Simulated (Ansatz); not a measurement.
**Nido-6-SB9H11 (Cl for H, site f on B) (B9ClH10S): inputs that go wrong**

Aim: try 2 inputs for nido-6-SB9H11 (Cl for H, site f on B) (B9ClH10S) as typed, read how each ends, and find what has to change.

Method: the settings change from run to run; program: Ansatz 0.2.0, Gaussian basis.

## 1. The relaxed structure

An earlier r2SCAN-D4/def2-SVP relaxation fixed the geometry.

21 atoms, charge 0, spin multiplicity 1.

Atoms are counted from 1 here; the program's logs count them from 0.

Bond lengths: B1–B3 1.779 Å, B1–B5 1.858 Å, B1–S6 1.982 Å, B1–B8 1.858 Å, B1–B9 1.779 Å, B1–Cl11 1.781 Å, B2–B3 1.771 Å, B2–B4 1.786 Å, B2–B8 1.924 Å, B2–B10 1.768 Å, B2–H12 1.199 Å, B2–H21 1.311 Å, B3–B4 1.796 Å, B3–B8 1.730 Å, B3–B9 1.827 Å, B3–H13 1.200 Å, B4–B7 1.786 Å, B4–B9 1.796 Å and more. Angles: B3–B1–B5 103.8°, B3–B1–S6 106.1°, B3–B1–B8 56.7°, B3–B1–B9 61.8°, B3–B1–Cl11 123.9°, B5–B1–S6 58.4°, B5–B1–B8 100.2°, B5–B1–B9 56.7°, B5–B1–Cl11 125.8°, S6–B1–B8 58.4°, S6–B1–B9 106.1°, S6–B1–Cl11 120.5°, B8–B1–B9 103.8°, B8–B1–Cl11 125.8°, B9–B1–Cl11 123.9°, B3–B2–B4 60.6°, B3–B2–B8 55.6°, B3–B2–B10 109.9° and more.

## 2. Try 1

File in.yaml:

```yaml
crystal:
  periodic: [false, false, false]
  atoms:
    - {symbol: B, position_ang: [3.468922, -0.284017, -0.104219]}
    - {symbol: B, position_ang: [-1.592403, 1.379475, -2.316102]}
    - {symbol: B, position_ang: [1.262723, 2.166564, -0.759396]}
    - {symbol: B, position_ang: [-1.614100, 1.897604, 1.019746]}
    - {symbol: B, position_ang: [1.572431, -2.682245, 1.623431]}
    - {symbol: S, position_ang: [2.156344, -3.349027, -1.809500]}
    - {symbol: B, position_ang: [-1.662449, -1.197325, 2.367355]}
    - {symbol: B, position_ang: [1.642832, -0.085801, -3.097388]}
    - {symbol: B, position_ang: [1.217399, 0.503027, 2.264994]}
    - {symbol: B, position_ang: [-3.545476, -0.407208, -0.277153]}
    - {symbol: Cl, position_ang: [6.782063, 0.207973, 0.216066]}
    - {symbol: H, position_ang: [-2.522811, 2.679098, -3.922345]}
    - {symbol: H, position_ang: [2.053607, 4.252192, -1.172202]}
    - {symbol: H, position_ang: [-2.491605, 3.733330, 2.016321]}
    - {symbol: H, position_ang: [2.353336, -4.274950, 3.030744]}
    - {symbol: H, position_ang: [-2.646372, -1.846865, 4.302504]}
    - {symbol: H, position_ang: [2.475644, 0.239324, -5.177715]}
    - {symbol: H, position_ang: [1.971743, 1.260960, 4.265568]}
    - {symbol: H, position_ang: [-5.791132, -0.639788, -0.439322]}
    - {symbol: H, position_ang: [-2.569762, -2.653393, 0.578832]}
    - {symbol: H, position_ang: [-2.520937, -0.898928, -2.610237]}
basis:
  gaussian: {orbitals: def2-SVP, point_charges: [{charge: 1.00, position_ang: [6.272, 0.806, 0.285]}]}
hamiltonian: {xc: {name: r2SCAN50}, dispersion: d4}
scf: {omitted_lower_state_checks: [starts]}
output: {forces: true}
```

Launch:

```console
$ ansatz run in.yaml --threads 2 --pin off --events-out ev --progress --plain --max-ram 32768MiB --backend cuda --devices 0, --max-vram 18GiB
```

The program printed, cut to the lines that bear on the results:

```text
Functional definition: r2SCAN50
  name "r2SCAN50"
  cite "Bursch, Neugebauer, Ehlert & Grimme, J. Chem. Phys. 156, 134105 (2022) doi:10.1063/5.0086040"
  cite "Furness, Kaplan, Ning, Perdew & Sun, J. Phys. Chem. Lett. 11, 8208 (2020) doi:10.1021/acs.jpclett.0c02405"
  cite "Furness, Kaplan, Ning, Perdew & Sun, J. Phys. Chem. Lett. 11, 9248 (2020) doi:10.1021/acs.jpclett.0c03077"
  parent r2scan
[...]
2126 factors; integrals over basis functions are off by at most 7.9e-4 eV
[...]
mean field -29503.72542706 eV, -1084.2419111012 hartree, gradient 4.6e-6 eV, S^2 0.000000; 0 other end points of the search recorded, 0 dependent functions left out
[...]
reference -29503.72544180 eV, -1084.2419116429 hartree; 44, 44 occupied and 168, 168 virtual orbitals, 2126 factors
Total energy: -29504.05875378 eV, -1084.2541606322 hartree
Atom 0 at     3.468922    -0.284017    -0.104219 Å, force    -0.984038    -0.176337    -0.057920 eV/Å
Atom 1 at    -1.592403     1.379475    -2.316102 Å, force    -1.139651     0.731528    -1.769745 eV/Å
Atom 2 at     1.262723     2.166564    -0.759396 Å, force     1.213973     2.152946    -0.465228 eV/Å
Atom 3 at    -1.614100     1.897604     1.019746 Å, force    -1.491540     1.406975     0.748934 eV/Å
Atom 4 at     1.572431    -2.682245     1.623431 Å, force     1.184701    -1.917761     1.314595 eV/Å
Atom 5 at     2.156344    -3.349027    -1.809500 Å, force    -0.002300     0.865073     0.476339 eV/Å
Atom 6 at    -1.662449    -1.197325     2.367355 Å, force    -1.186324    -1.090232     1.538429 eV/Å
Atom 7 at     1.642832    -0.085801    -3.097388 Å, force     1.232588     0.070687    -2.300699 eV/Å
Atom 8 at     1.217399     0.503027     2.264994 Å, force     1.187664     0.744879     2.088563 eV/Å
Atom 9 at    -3.545476    -0.407208    -0.277153 Å, force    -1.574009    -1.746226    -0.981393 eV/Å
Atom 10 at     6.782063     0.207973     0.216066 Å, force    46.761429   -55.756405    -6.479506 eV/Å
Atom 11 at    -2.522811     2.679098    -3.922345 Å, force     1.051742    -1.614347     2.008778 eV/Å
Atom 12 at     2.053607     4.252192    -1.172202 Å, force    -1.143511    -2.581562     0.450752 eV/Å
Atom 13 at    -2.491605     3.733330     2.016321 Å, force     1.258555    -2.238786    -1.212014 eV/Å
Atom 14 at     2.353336    -4.274950     3.030744 Å, force    -1.054595     1.997689    -1.779373 eV/Å
Atom 15 at    -2.646372    -1.846865     4.302504 Å, force     1.118208     0.819874    -2.414884 eV/Å
Atom 16 at     2.475644     0.239324    -5.177715 Å, force    -1.119194    -0.420027     2.618642 eV/Å
Atom 17 at     1.971743     1.260960     4.265568 Å, force    -1.104854    -0.987205    -2.446775 eV/Å
Atom 18 at    -5.791132    -0.639788    -0.439322 Å, force     2.584512     0.427561     0.274855 eV/Å
Atom 19 at    -2.569762    -2.653393     0.578832 Å, force     0.063974     1.956112     0.532422 eV/Å
Atom 20 at    -2.520937    -0.898928    -2.610237 Å, force     0.052954     1.496543     1.368055 eV/Å
Dipole moment:    -5.386770    -0.797141    -0.334995 e Å
Checks for a lower state left out: starts
```

Run time: 19 s. Hardware: 1 × H100 (card shared with other runs) with 2 threads of AMD EPYC 7R13, shared host; peak host memory 0.87 GiB.

Diagnosis: It ended without an error, which proves nothing about the input. The coordinates are in bohr but typed as ångström. The shortest distance is 2.26 Å (B10–H19), against 1.20 Å in the relaxed molecule. Its energy is no property of the relaxed molecule. Cure: take the coordinates from the file in ångström, and remove the point charge.

## 3. Try 2

File in.yaml:

```yaml
crystal:
  periodic: [false, false, false]
  atoms:
    - {symbol: B, position_ang: [1.780689, -0.101245, -0.064723]}
    - {symbol: B, position_ang: [-0.861139, 0.706833, -1.206291]}
    - {symbol: B, position_ang: [0.549705, 1.121555, -0.365261]}
    - {symbol: B, position_ang: [-0.841780, 1.007348, 0.800324]}
    - {symbol: B, position_ang: [0.869096, -1.285989, 0.877076]}
    - {symbol: S, position_ang: [1.260688, -1.812913, -0.996321]}
    - {symbol: B, position_ang: [-0.824209, -0.733548, 1.246966]}
    - {symbol: B, position_ang: [0.999081, -0.034101, -1.692737]}
    - {symbol: B, position_ang: [0.674266, 0.210061, 1.276114]}
    - {symbol: B, position_ang: [-1.972793, -0.285197, -0.176335]}
    - {symbol: Cl, position_ang: [3.724688, 0.034217, -0.027893]}
    - {symbol: H, position_ang: [-1.323586, 1.414308, -2.179052]}
    - {symbol: H, position_ang: [1.100726, 2.281382, -0.557944]}
    - {symbol: H, position_ang: [-1.328799, 2.020764, 1.040954]}
    - {symbol: H, position_ang: [1.288306, -2.342806, 1.580046]}
    - {symbol: H, position_ang: [-1.455861, -1.123769, 2.267157]}
    - {symbol: H, position_ang: [1.254404, 0.231897, -2.737252]}
    - {symbol: H, position_ang: [1.174795, 0.639320, 2.303855]}
    - {symbol: H, position_ang: [-2.956359, -0.245244, -0.320590]}
    - {symbol: H, position_ang: [-1.269552, -1.388609, 0.375921]}
    - {symbol: H, position_ang: [-1.411387, -0.497633, -1.315147]}
basis:
  gaussian: {orbitals: "6-31G*", fitting: {mean_field: def2-universal-jkfit}}
magnetization: {spin_polarized: true, initial_magnetization: 2}
hamiltonian: {xc: {name: M06-2X}, dispersion: d3bjatm}
scf: {omitted_lower_state_checks: [starts]}
output: {forces: true}
```

Same command.

The program printed:

```text
Error: YAML parse error: error: line 28 column 19: hamiltonian.xc: no functional is named "M06-2X"; the names, which are not case-sensitive, are SVWN5, SPW92, PBE, PBE0, PBEsol, revPBE, revPBE0, RPBE, rPW86-PBE, HSE06, wPBEh, LC-wPBE, HISS, HF, BLYP, B3LYP, B3LYP5, BHLYP, CAM-B3LYP, r2SCAN, r2SCANh, r2SCAN0, r2SCAN50, m-r2SCAN, B97, wB97, wB97X, wB97X-V, B97M-V, wB97M-V, B2PLYP, B2GP-PLYP, PBE0-DH, PBE-QIDH
  --> <input>:28:19
   |
26 |   gaussian: {orbitals: "6-31G*", fitting: {mean_field: def2-universal-jkfit}}
27 | magnetization: {spin_polarized: true, initial_magnetization: 2}
28 | hamiltonian: {xc: {name: M06-2X}, dispersion: d3bjatm}
   |                   ^ hamiltonian.xc: no functional is named "M06-2X"; the names, which are not case-sensitive, are SVWN5, SPW92, PBE, PBE0, PBEsol, revPBE, revPBE0, RPBE, rPW86-PBE, HSE06, wPBEh, LC-wPBE, HISS, HF, BLYP, B3LYP, B3LYP5, BHLYP, CAM-B3LYP, r2SCAN, r2SCANh, r2SCAN0, r2SCAN50, m-r2SCAN, B97, wB97, wB97X, wB97X-V, B97M-V, wB97M-V, B2PLYP, B2GP-PLYP, PBE0-DH, PBE-QIDH
29 | scf: {omitted_lower_state_checks: [starts]}
30 | output: {forces: true}
   |
```

Wall time 0.05 s (1 × H100 (card shared with other runs) with 2 threads of AMD EPYC 7R13, shared host).

**Diagnosis.** The program refused the input. The method's name isn't one that the program takes here. It also asks for charge 0 and multiplicity 3, another species or state than the molecule above. Its coordinates are also moved off the relaxed structure (shortest distance 0.99 Å, against 1.20 Å), and have to be restored too. Cure: name a functional that the program knows, and set charge and spin to those of the species named.

## 4. How the tries ended

| try | level | ended | cause | time |
| --- | --- | --- | --- | --- |
| 1 | r2SCAN50/def2-SVP | converged | the coordinates are in bohr but typed as ångström | 19 s |
| 2 | M06-2X/6-31G* | refused | the method's name isn't one that the program takes here | 0.05 s |

**Reading.** 1 converged, 1 refused. A refusal costs next to no computing time. The dangerous case is the input that converges on a wrong geometry, charge, spin, basis or grid: often only a look at the input shows it.
